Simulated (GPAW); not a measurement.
Set up this calculation in GPAW 26.7.0, as an ASE script.

| Item | Value |
| --- | --- |
| Task | relaxation of cell and atoms |
| Functional | PBEsol |
| Dispersion | D3(BJ) |
| Potentials or basis | PAW data sets generated in the run's folder for this functional |
| Cutoff | 600 eV |
| Basis | pw |
| k mesh | 8 × 8 × 8 |
| Occupations | fermi-dirac, width 0.05 eV |
| Spin | no spin polarisation |
| Maxiter | 150 |
| Optimizer | BFGS |
| Fmax | 0.02 eV/Å |
| Max steps | 60 |
| Convergence | density=1e-05 forces=0.0001 |

GaGe:

```xyz
2
Lattice="0.0000 2.8978 2.8978 2.8978 0.0000 2.8978 2.8978 2.8978 0.0000" Properties=species:S:1:pos:R:3 pbc="T T T"
Ge    0.0000    0.0000    0.0000
Ga    1.4489    1.4489    1.4489
```

The cell comes from a database or a generator and needn't be the stable form of this composition.

The input as run:

run.py

```python
from ase import Atoms
from ase.calculators.mixing import SumCalculator
from ase.filters import FrechetCellFilter
from ase.io import write
from ase.optimize import BFGS
from dftd3.ase import DFTD3
from gpaw import GPAW, PW, setup_paths

setup_paths.insert(0, '.')

atoms = Atoms(['Ge', 'Ga'],
              cell=[[0.0, 2.897844, 2.897844],
                    [2.897844, 0.0, 2.897844],
                    [2.897844, 2.897844, 0.0]],
              scaled_positions=[[0.0, 0.0, 0.0],
                                [0.25, 0.25, 0.25]],
              pbc=True)

calc = GPAW(mode=PW(600),
            xc='PBEsol',
            kpts={'size': (8, 8, 8), 'gamma': True},
            occupations={'name': 'fermi-dirac', 'width': 0.05},
            nbands=11,
            convergence={'density': 1e-05, 'forces': 0.0001},
            maxiter=150,
            txt='gpaw.txt')
atoms.calc = SumCalculator([calc, DFTD3(method='pbesol', damping='d3bj')])
opt = BFGS(FrechetCellFilter(atoms), trajectory='relax.traj', logfile='-')
done = opt.run(fmax=0.02, steps=60)
calc.write('gs.gpw')
write('result.traj', atoms)
print('Converged:', done)
print('Cell:', atoms.cell.cellpar().round(4))
print('Volume:', round(atoms.get_volume(), 4))
print(atoms.get_scaled_positions().round(5))
```

Potentials or basis: PAW data sets generated in the run's folder for this functional, pw.

The run is started by

```console
$ gpaw-setup -f PBEsol Ga Ge
$ OMP_NUM_THREADS=1 python run.py
```

Results of the run:

```yaml
Relaxed_volume: 22.86 Å³/atom
Relaxed_cell: a = 4.014 Å, b = 4.014 Å, c = 4.014 Å, α = 60.00°, β = 60.00°, γ = 60.00°
Space_group_after_relaxing_to_0.05_Å: F-43m (No. 216)
Energy_gained_by_relaxing: 16.0 meV/atom
Ionic_steps: 4
Pressure_after_relaxing: 0.0 GPa
Band_gap_on_the_k_mesh: none (metal or under the smearing width)
Dispersion_energy_per_atom: -0.258 eV
```

Caveat: later steps reuse the first step's grids; pairwise dispersion overbinds metals, which lowers pressure and volume.

Run time: 31 s on 1 thread of Arm Neoverse V2, with other jobs on the host, peak memory 0.19 GiB.
